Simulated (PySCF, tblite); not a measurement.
**C3H11NO2Si+ (doublet): geometry, infrared bands and EPR parameters**

Aim: predict the infrared bands and EPR parameters of C3H11NO2Si+ (doublet) (`CCO[Si@H](O)[NH+]C`).

Computed with tblite 0.8.0 and PySCF 2.14.0, with density-fitted response routines of our own, on a single molecule in the gas phase. Atoms count from 0, in the outputs and in this text.

### Step 1. The starting structure

18 atoms, charge 1, multiplicity 2; geometry from: force field or distance geometry start.

Bonds of the start (Å): C0–C1 1.54, C1–O2 1.37, O2–Si3 1.72, Si3–O4 1.70, Si3–N5 1.81, N5–C6 1.45, C0–H7 1.11, C0–H8 1.12, C0–H9 1.08, C1–H10 1.10, C1–H11 1.10, Si3–H12 1.46, O4–H13 1.00, N5–H14 1.06, C6–H15 1.10, C6–H16 1.11, C6–H17 1.11.

### Step 2. Geometry optimisation with GFN2-xTB

The job: settings as JSON, then the geometry in Å.

```
{"job": {"kind": "relax", "xc": "GFN2-xTB", "basis": "xTB"}, "charge": 1, "multiplicity": 2}
C      2.755100    -0.505300    -0.190600
C      1.607500     0.486300     0.083300
O      0.485100    -0.087500    -0.448500
Si    -0.944200     0.858200    -0.264500
O     -0.692500     2.190300     0.762700
N     -2.238800    -0.255700     0.323500
C     -2.281000    -1.374500    -0.597500
H      2.770300    -1.283400     0.599900
H      2.519200    -0.988600    -1.169000
H      3.694000     0.026900    -0.290200
H      1.563100     0.685900     1.164700
H      1.820300     1.423500    -0.453800
H     -1.383600     1.326300    -1.575400
H     -0.890000     3.011700     0.232300
H     -2.032600    -0.582600     1.306400
H     -2.921400    -2.200000    -0.243900
H     -1.225600    -1.706300    -0.714900
H     -2.613900    -1.019000    -1.595400
```

On the command line:

```bash
> OMP_NUM_THREADS=1 python probes_run.py task.json out
```

This one command runs all jobs of the session in turn.

The log of the run:

```text
step      E/eV     max force
  0    -664.30886    3.380
  1    -664.73856    2.220
  2    -664.97788    1.513
  3    -665.04830    0.771
  4    -665.13173    0.890
  5    -665.17544    0.716
  6    -665.25868    0.542
  7    -665.28436    0.406
  8    -665.30525    0.365
  9    -665.32568    0.417
 10    -665.34579    0.428
 11    -665.36123    0.301
 12    -665.37148    0.252
 13    -665.38102    0.305
 14    -665.39470    0.337
 15    -665.41336    0.333
 16    -665.43022    0.300
 17    -665.44364    0.398
 18    -665.45600    0.320
 19    -665.47144    0.382
 20    -665.48612    0.335
 21    -665.49941    0.305
 22    -665.50922    0.276
 23    -665.51728    0.198
 24    -665.52358    0.182
 25    -665.52703    0.339
 26    -665.52971    0.102
 27    -665.53237    0.090
 28    -665.53666    0.100
 29    -665.53840    0.101
 30    -665.54080    0.089
 31    -665.54267    0.127
 32    -665.54490    0.133
 33    -665.54635    0.086
 34    -665.54729    0.079
 35    -665.54804    0.074
 36    -665.54888    0.082
 37    -665.54974    0.073
 38    -665.55043    0.062
 39    -665.55097    0.064
 40    -665.55152    0.064
 41    -665.55220    0.072
 42    -665.55300    0.065
 43    -665.55384    0.091
 44    -665.55465    0.084
 45    -665.55544    0.074
 46    -665.55626    0.080
 47    -665.55712    0.066
 48    -665.55796    0.088
 49    -665.55869    0.071
 50    -665.55930    0.123
 51    -665.55991    0.067
 52    -665.56086    0.085
 53    -665.56153    0.085
 54    -665.56257    0.082
 55    -665.56363    0.101
 56    -665.56487    0.094
 57    -665.56622    0.106
 58    -665.56766    0.092
 59    -665.56896    0.073
 60    -665.56990    0.062
 61    -665.57053    0.056
 62    -665.57101    0.076
 63    -665.57130    0.080
 64    -665.57188    0.057
 65    -665.57237    0.041
 66    -665.57280    0.047
 67    -665.57333    0.058
 68    -665.57408    0.078
 69    -665.57497    0.094
 70    -665.57644    0.113
 71    -665.57807    0.100
 72    -665.57950    0.076
 73    -665.58072    0.110
 74    -665.58172    0.063
 75    -665.58250    0.080
 76    -665.58301    0.051
 77    -665.58336    0.064
 78    -665.58372    0.069
 79    -665.58405    0.076
 80    -665.58447    0.067
 81    -665.58500    0.093
 82    -665.58566    0.103
 83    -665.58637    0.078
 84    -665.58692    0.046
 85    -665.58725    0.043
 86    -665.58754    0.066
 87    -665.58792    0.073
 88    -665.58829    0.059
 89    -665.58856    0.038
 90    -665.58872    0.035
 91    -665.58887    0.031
 92    -665.58908    0.032
 93    -665.58931    0.032
 94    -665.58945    0.020
 95    -665.58950    0.014
 96    -665.58954    0.016
 97    -665.58957    0.014
 98    -665.58964    0.016
 99    -665.58970    0.022
100    -665.58977    0.024
101    -665.58983    0.024
102    -665.58994    0.024
103    -665.59008    0.026
104    -665.59021    0.022
105    -665.59030    0.021
106    -665.59034    0.023
107    -665.59041    0.022
108    -665.59053    0.025
109    -665.59072    0.030
110    -665.59096    0.033
111    -665.59121    0.036
112    -665.59149    0.037
113    -665.59182    0.040
114    -665.59217    0.044
115    -665.59241    0.030
116    -665.59254    0.030
117    -665.59263    0.030
118    -665.59277    0.029
119    -665.59314    0.047
120    -665.59356    0.053
121    -665.59393    0.045
122    -665.59420    0.031
123    -665.59441    0.030
124    -665.59456    0.035
125    -665.59467    0.020
126    -665.59475    0.014
127    -665.59480    0.009
```

Wall time 0.73 s (1 thread of Arm Neoverse V2, shared host).

The steps of the relaxation: (not every step is listed)

```tsv
step	energy from step 0 (eV)	largest force (eV/Å)
0	0.0000	3.3795
1	-0.4297	2.2203
2	-0.6690	1.5133
3	-0.7394	0.7713
4	-0.8229	0.8904
5	-0.8666	0.7164
6	-0.9498	0.5421
7	-0.9755	0.4057
8	-0.9964	0.3647
19	-1.1626	0.3820
30	-1.2319	0.0888
41	-1.2433	0.0720
52	-1.2520	0.0853
63	-1.2624	0.0800
74	-1.2729	0.0634
85	-1.2784	0.0430
96	-1.2807	0.0158
107	-1.2816	0.0220
118	-1.2839	0.0295
122	-1.2853	0.0311
123	-1.2856	0.0301
124	-1.2857	0.0352
125	-1.2858	0.0201
126	-1.2859	0.0139
127	-1.2859	0.0090
```

Close pairs (by a distance rule), those that changed most:

```tsv
bond	before (Å)	after (Å)	change (Å)
O2–Si3	1.724	1.617	-0.107
Si3–O4	1.701	1.603	-0.098
N5–C6	1.450	1.406	-0.044
O4–H13	0.998	0.955	-0.043
N5–H14	1.056	1.014	-0.042
Si3–N5	1.806	1.772	-0.034
C0–C1	1.541	1.510	-0.031
C0–H8	1.116	1.088	-0.028
```

The end geometry stands in the next job.

### Step 3. Vibrational analysis with GFN2-xTB

The job: settings as JSON, then the geometry in Å.

```
{"job": {"kind": "ir", "xc": "GFN2-xTB", "basis": "xTB"}, "charge": 1, "multiplicity": 2}
C      2.787757    -0.515329    -0.096089
C      1.866395     0.679726    -0.149985
O      0.601099     0.344664    -0.625387
Si    -0.879556     0.961347    -0.420808
O     -0.811454     2.038010     0.764347
N     -1.817018    -0.418596     0.177355
C     -2.432372    -1.418760    -0.595653
H      2.417159    -1.253851     0.614337
H      2.851673    -0.998361    -1.069418
H      3.779677    -0.201755     0.214585
H      1.787213     1.179095     0.826030
H      2.276927     1.440536    -0.835777
H     -1.407939     1.354338    -1.703245
H     -1.508605     2.624653     1.049940
H     -1.699982    -0.680012     1.150453
H     -3.390716    -1.707576    -0.143036
H     -1.843350    -2.347924    -0.613552
H     -2.585666    -1.073888    -1.614792
```

The log of the run:

```text
mode    cm-1     km/mol
  1      29.2      0.23
  2      40.2      0.25
  3      65.2      4.14
  4      95.4     13.04
  5     118.4      6.58
  6     187.5      4.25
  7     189.6      2.55
  8     224.3     36.33
  9     282.1      2.52
 10     339.2     31.53
 11     349.0     85.87
 12     400.3     32.60
 13     494.3     39.97
 14     622.3     72.91
 15     642.6     75.11
 16     677.9     31.72
 17     731.8    149.77
 18     756.5     29.40
 19     768.9     56.20
 20     960.6    143.05
 21     990.1      7.72
 22     998.4    149.53
 23    1043.4     89.22
 24    1048.4     16.84
 25    1087.3    158.49
 26    1103.8    141.84
 27    1163.2     16.74
 28    1203.0    153.61
 29    1289.2     27.38
 30    1294.7    160.15
 31    1353.5    187.50
 32    1368.5     15.54
 33    1383.0     87.31
 34    1393.7    132.50
 35    1418.1     22.10
 36    1433.8     29.04
 37    1443.0     30.60
 38    2442.1     97.97
 39    2807.8     28.63
 40    2852.7      4.70
 41    2877.0     72.94
 42    2908.8     81.35
 43    3009.7     22.14
 44    3032.6     52.82
 45    3053.7      9.94
 46    3066.7      2.79
 47    3369.3     44.53
 48    3641.4    154.23
```

Wall time 0.5 s (1 thread of Arm Neoverse V2, shared host).

The strongest bands and the atoms that carry them (share of the mass-weighted mode):

```tsv
cm⁻¹	km/mol	atoms
732	149.8	H13 42 %, O2 16 %, Si3 11 %
961	143.1	O4 42 %, Si3 26 %
998	149.5	O2 21 %, H9 18 %, Si3 17 %, C0 15 %
1087	158.5	C1 31 %, C0 18 %, H8 17 %, H9 11 %
1203	153.6	N5 31 %, C6 31 %, H14 10 %
1295	160.2	H14 38 %, N5 14 %, H10 12 %
1354	187.5	H16 40 %, H15 38 %, H17 10 %
3641	154.2	H13 94 %
```

### Step 4. EPR parameters: B3LYP/pcH-1

The job, as its differences from that of step 3:

```diff
@@ -1,2 +1,2 @@
-{"job": {"kind": "ir", "xc": "GFN2-xTB", "basis": "xTB"}, "charge": 1, "multiplicity": 2}
+{"job": {"kind": "epr", "basis": "pcH-1"}, "charge": 1, "multiplicity": 2}
 C      2.787757    -0.515329    -0.096089
```

Method: UKS B3LYP, pcH-1 on C H N O Si, non-relativistic, mean-field spin-orbit, GIAO.

The log of the run:

```text
UKS, coarse grid
  cycle   1  E = -615.26557077  |g| = 7.57e-01
  cycle   2  E = -614.42128710  |g| = 1.58e+00
  cycle   3  E = -615.41911932  |g| = 3.41e-01
  cycle   4  E = -615.46976440  |g| = 9.57e-02
  cycle   5  E = -615.47271709  |g| = 3.99e-02
  cycle   6  E = -615.47328411  |g| = 1.10e-02
  cycle   7  E = -615.47333345  |g| = 4.14e-03
  cycle   8  E = -615.47334165  |g| = 2.26e-03
  cycle   9  E = -615.47334347  |g| = 6.19e-04
UKS, final grid
  cycle   1  E = -615.47334541  |g| = 1.32e-03
  cycle   2  E = -615.47334050  |g| = 3.61e-03
  cycle   3  E = -615.47334615  |g| = 2.48e-04
  cycle   4  E = -615.47334618  |g| = 4.59e-05
  cycle   5  E = -615.47334618  |g| = 2.84e-05
E = -615.47334618 Eh   <S^2> = 0.7552 (exact 0.7500)
g shifts (ppm)      1          2          3
  rmc          -231       -231       -231
  gc             22         34         29
  oz_so        1636       1843       3543
  total        1427       1646       3341
hyperfine (MHz)  atom isotope    a_iso     a_fc   dipolar eigenvalues
    0   13C      -0.23      -0.24     -0.87     -0.19      1.05
    1   13C      -6.24      -6.31     -3.61     -2.65      6.26
    2   17O     -24.85     -24.55    -53.69     26.53     27.16
    3  29Si      23.43      23.47     -0.95     -0.65      1.60
    4   17O       0.71       0.71     -5.74      2.51      3.22
    5   14N      28.34      28.36    -34.29    -34.04     68.34
    6   13C     -30.37     -30.42     -7.78     -1.94      9.72
    7    1H      11.04      11.04     -1.62     -0.37      1.99
    8    1H       1.79       1.79     -1.35     -0.71      2.06
    9    1H      -0.92      -0.93     -1.06     -0.65      1.72
   10    1H      20.57      20.56     -2.82     -1.54      4.36
   11    1H      95.11      95.11     -3.22     -1.64      4.86
   12    1H      -5.42      -5.42     -3.49     -1.73      5.22
   13    1H      -0.92      -0.92     -3.08     -1.20      4.28
   14    1H     -48.61     -48.65    -38.76     -9.37     48.14
   15    1H     157.73     157.73     -7.72     -3.87     11.59
   16    1H     204.88     204.88     -7.37     -4.24     11.61
   17    1H       2.05       2.03     -4.60     -3.44      8.04
```

It took 80 s on 1 thread of Arm Neoverse V2, shared host; peak memory 0.98 GiB.

Principal g values 2.00375, 2.00397, 2.00566; g(iso) = 2.00446, against 2.00232 for a free electron.

Mean a(iso) over the nuclei that a row names, and the largest dipolar term of the row (other rows stand at the frozen geometry):

```tsv
nuclei	isotope	a(iso) (MHz)	a(iso) (G, at g = 2.0023)	largest dipolar term (MHz)
H15, H16, H17	1H	121.6	43.4	11.6
H11	1H	95.1	33.9	4.9
H14	1H	-48.6	-17.3	48.1
C6	13C	-30.4	-10.8	9.7
N5	14N	28.3	10.1	68.3
O2	17O	-24.8	-8.9	-53.7
Si3	29Si	23.4	8.4	1.6
H10	1H	20.6	7.3	4.4
C1	13C	-6.2	-2.2	6.3
H12	1H	-5.4	-1.9	5.2
H7, H8, H9	1H	4.0	1.4	2.1
H13	1H	-0.9	-0.3	4.3
O4	17O	0.7	0.3	-5.7
C0	13C	-0.2	-0.1	1.1
```

Mulliken spin populations:

C0 0.00; C1 0.01; O2 0.15; Si3 -0.02; O4 0.01; N5 0.71; C6 -0.03; H7 0.00; H8 0.00; H9 0.00; H10 0.01; H11 0.04; H12 0.00; H13 0.00; H14 -0.02; H15 0.06; H16 0.08; H17 0.00

In first order the couplings over 0.8 MHz of 1H, 14N give 1536 distinct lines over 215.5 G, if the averaged nuclei exchange fast; the same motion can average rows kept apart here too.

Orbitals, density, ELF and potential are computed afterwards from the orbital file.

ELF in a plane through or near 6 of the atoms.

Ten even steps from ' ' (0.00) to '@' (1.00):
```
                                                        
                                                        
                                                        
                            ..==**==                    
                        --==++##%%##..                  
                        ##%%%%####==                    
                ::++..  ++%%++++**::                    
              ::##@@%%..  ::****==..                    
              ::%%@@@@--..::..  --####**--              
      ..====....++**++--++**----%%**####--              
      %%@@@@@@****%%==..++++..::##++####++%%@@%%::      
      %%@@@@@@::..**--  ..::    --==**::##@@@@@@**      
      ::##%%**==##%%**..        ..**@@%%##@@@@@@--      
              ::--==--..        **@@@@@@**::==::        
                                ##@@@@@@++              
                                  ::++--                
                                                        
                                                        
                                                        
                                                        
```
The map spans 12.6 Å across and 11.3 Å up, centred on the molecule. Atoms in the plane (x, y in Å): O4 (0.4, 2.3), N5 (1.8, 0.0), H9 (-3.7, -0.7), H10 (-2.0, 1.0), H13 (1.0, 3.0), H15 (3.6, -1.1).

On the surface of density 0.002 e/bohr³ the electrostatic potential runs, from the 1st to the 99th percentile, from 2.71 V near O4 to 6.57 V near H14.

The spin density lies nearest to N5 50 %; O2 14 %; H14 9 %; H15, H16 about 7 % each.

### Step 5. Results

```
                                 quantity                           value
strongest single infrared mode (GFN2-xTB)           1354 cm⁻¹, 188 km/mol
             zero-point energy (GFN2-xTB)                   88.7 kcal/mol
                           g(iso) (B3LYP)                         2.00446
                                     ⟨S²⟩              0.755 (exact 0.75)
       largest a(iso) (averaged by class)  1H on H15, H16, H17, 121.6 MHz
```

In words: Over 127 steps the energy fell by 1.286 eV; of the close pairs, O2–Si3 changed most, 1.724 to 1.617 Å. No mode is imaginary among the 48: a minimum at this level. The strongest single mode, at 1354 cm⁻¹, moves mainly H16 and H15. Unscaled tight-binding wavenumbers are off by several per cent, some by more. Its intensities can rank the bands wrongly. Most of the unpaired spin sits on N5 (0.71 e). The isotropic g lies 2.1 ppt above the free-electron value. These values are for one conformer; the search (at its own cheap level) found 2 more, at 0.25, 0.97 kcal/mol, and measured spectra average over such forms.
